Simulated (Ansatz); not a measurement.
# CH4FNO2W: the cost of one run

Method: the settings change from run to run; program: Ansatz 0.2.0, Gaussian basis.

**1. The relaxed structure**

The structure was relaxed beforehand with PBE0-D4 in a triple-zeta def2 set. W takes a core potential in def2 sets; no spin-orbit term is included.

SMILES `C[N]=[W](=[O])([OH])[F]`, 10 atoms, charge 0, spin multiplicity 1.

Atoms are counted from 1 here; the program's logs count them from 0.

Bond lengths: C1–N2 1.420 Å, C1–H7 1.095 Å, C1–H8 1.095 Å, C1–H9 1.094 Å, N2–W3 1.741 Å, W3–O4 1.705 Å, W3–O5 1.887 Å, W3–F6 1.873 Å, O5–H10 0.959 Å. Angles: N2–C1–H7 110.1°, N2–C1–H8 111.5°, N2–C1–H9 110.1°, H7–C1–H8 108.6°, H7–C1–H9 107.7°, H8–C1–H9 108.7°, C1–N2–W3 155.0°, N2–W3–O4 108.0°, N2–W3–O5 108.3°, N2–W3–F6 108.2°, O4–W3–O5 109.1°, O4–W3–F6 110.4°, O5–W3–F6 112.8°, W3–O5–H10 124.6°.

**2. r2SCAN50/def2-SVPD**

This run has high accuracy.

Contents of in.yaml:

```yaml
crystal:
  periodic: [false, false, false]
  atoms:
    - {symbol: C, position_ang: [-0.112528, -1.450823, 1.031380]}
    - {symbol: N, position_ang: [0.016695, -0.153256, 0.470224]}
    - {symbol: W, position_ang: [-0.337515, 1.117076, -0.666467]}
    - {symbol: O, position_ang: [-1.450232, 0.509748, -1.807241]}
    - {symbol: O, position_ang: [1.262624, 1.581674, -1.552840]}
    - {symbol: F, position_ang: [-1.087050, 2.552231, 0.276085]}
    - {symbol: H, position_ang: [0.865618, -1.939761, 1.079334]}
    - {symbol: H, position_ang: [-0.787718, -2.079002, 0.440332]}
    - {symbol: H, position_ang: [-0.500412, -1.382775, 2.052375]}
    - {symbol: H, position_ang: [2.130518, 1.244888, -1.323182]}
basis:
  gaussian: {orbitals: def2-SVPD}
hamiltonian: {xc: {name: r2SCAN50}}
accuracy: high
output: {forces: true}
```

Command:

```bash
$ ansatz run in.yaml --threads 4 --pin off --events-out ev --progress --plain --max-ram 11315MiB
```

What time and memory should one allow on 4 threads of Intel Xeon Platinum 8488C, shared host?

About 15 s, with a peak of 1.2 GiB.
